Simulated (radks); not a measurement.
# Cd²⁺ in [Kr] 4d10: an all-electron calculation

An exercise on one series of results from a longer session: the logs are not shown, and one member is left open.

Method: scalar-relativistic Kohn-Sham, revPBE, spin-polarised, spherical densities, point nucleus. Code: radks (a radial shooting solver on a logarithmic mesh, Libxc functionals) version 1.

## The atom as given

- element: cadmium (Z = 48)
- charge: +2
- electrons: 46
- configuration: [Kr] 4d10

The outer shells:

Cd²⁺
```
[Kr] core
4d [↑↓][↑↓][↑↓][↑↓][↑↓]
```

The first run:

The run's settings:

```text
Z 48
configuration [Kr] 4d10
relativity scalar-relativistic
functional pbe_r,pbe
spin polarised
nucleus point
c 137.035999084
```

Run with:

```console
$ python run_ks.py task.json out
```

The same process makes all the runs of this session.

One of the session's tables, all rows but one given; the rest of the session is left out.

It belongs to the step «Shells». From the orbitals of this run (lengths in bohr):

| level | <r> | outermost maximum (interpolated) | 90 % within | nodes |
| --- | --- | --- | --- | --- |
| 1s | 0.03040 | 0.0197 | 0.0546 | 0 |
| 2s | 0.1316 | 0.111 | 0.203 | 1 |
| 2p | 0.1149 | 0.0890 | 0.187 | 0 |
| 3s | 0.3582 | 0.324 | 0.527 | 2 |
| 3p | 0.3570 | 0.317 | 0.537 | 1 |
| 3d | 0.3347 | 0.266 | 0.529 | 0 |
| 4s | 0.8798 | 0.796 | 1.28 | 3 |
| 4p | ? | ? | ? | ? |
| 4d | 1.251 | 0.981 | 1.97 | 1 |

Estimate the missing values for 4p.

As computed: <r>: 0.9603; outermost maximum (interpolated): 0.846; 90 % within: 1.42; nodes: 2. In the column «<r>» it lies between 4s (0.8798) and 4d (1.251).
